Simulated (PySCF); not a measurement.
# How the numerical set-up moves the result for GeF

The method stays; parts of the set-up, such as the basis or the Hamiltonian, are changed.

The runs use PySCF 2.14.0; method and basis as typed in the scripts.

2 further runs of the same task are left out: 2 that didn't finish.

### 1 The system as given

GeF: 2 atoms, charge 0, spin multiplicity 2.

Bond lengths: Ge1–F2 2.041 Å.

### 2 The run that the others are compared with

Contents of input.py:

```python
from pyscf import gto, scf
from pyscf.geomopt.geometric_solver import optimize

mol = gto.M(
    atom='Ge 0 0 0; F 0 0 2.041',
    basis='6-31g*',
    charge=0,
    spin=1,
    verbose=4,
)
mf = scf.ROHF(mol)
mf.kernel()
mol_eq = optimize(mf, maxsteps=30)
print('optimised geometry (angstrom)')
print(mol_eq.tostring('raw'))
print('orbital energies (hartree):', mf.mo_energy[..., max(0, mol.nelec[1]-3):mol.nelec[0]+3].round(4))
```

On the command line:

```
> python input.py
```

The log of this run is left out.

It gives: at the starting geometry E(SCF) = -2174.483206 Eh, 10 cycles, optimised bond 1.739 Å in 7 steps; the optimisation lowers the energy by 0.812 eV.

### 3 Sbkjc (core potential on)

Edit 1 changes basis set: 6-31g* → sbkjc; core potential: off → on. The core potential changes with it: totals don't compare.

Contents of input.py:

```python
from pyscf import gto, scf
from pyscf.geomopt.geometric_solver import optimize

mol = gto.M(
    atom='Ge 0 0 0; F 0 0 2.041',
    basis='sbkjc',
    ecp={'Ge': 'sbkjc', 'F': 'sbkjc'},
    charge=0,
    spin=1,
    verbose=4,
)
mf = scf.ROHF(mol)
mf.kernel()
mol_eq = optimize(mf, maxsteps=30)
print('optimised geometry (angstrom)')
print(mol_eq.tostring('raw'))
print('orbital energies (hartree):', mf.mo_energy[..., max(0, mol.nelec[1]-3):mol.nelec[0]+3].round(4))
```

On the command line:

```
> python input.py
```

### 4 Cc-pvdz-dk (X2C on)

Edit 2 changes basis set: 6-31g* → cc-pvdz-dk; spin-free X2C: off → on.

input.py: that of step 2 with these lines changed.

```diff
@@ -5,3 +5,3 @@
     atom='Ge 0 0 0; F 0 0 2.041',
-    basis='6-31g*',
+    basis='cc-pvdz-dk',
     charge=0,
@@ -11,2 +11,3 @@
 mf = scf.ROHF(mol)
+mf = mf.sfx2c1e()
 mf.kernel()
```

### 5 Spin-free X2C on

Edit 3 changes spin-free X2C: off → on.

input.py: that of step 2 with these lines changed.

```diff
@@ -11,2 +11,3 @@
 mf = scf.ROHF(mol)
+mf = mf.sfx2c1e()
 mf.kernel()
```

Q: Predict the outcome of this session. Wanted: for each run, E(SCF); from base; after the SCF.

The runs gave:

| run | E(SCF) (hartree) | from base (eV) | cycles | functions | after the SCF |
| --- | --- | --- | --- | --- | --- |
| base | -2174.483206 | 0 | 10 | 46 | bond 1.739 Å, -0.812 eV |
| sbkjc (core potential on) | -27.543621 | not comparable | 9 | 16 | bond 1.809 Å, -0.388 eV |
| cc-pvdz-dk (X2C on) | -2196.513402 | not comparable | 10 | 41 | bond 1.763 Å, -0.673 eV |
| spin-free X2C on | -2191.705104 | -468.6317 | 10 | 46 | bond 1.737 Å, -0.817 eV |

SCF columns refer to the geometry typed in the script.

Scalar relativity lowers the total energy by 468.63 eV, nearly all of it in the inner shells; a basis contracted without relativity catches only part of it.
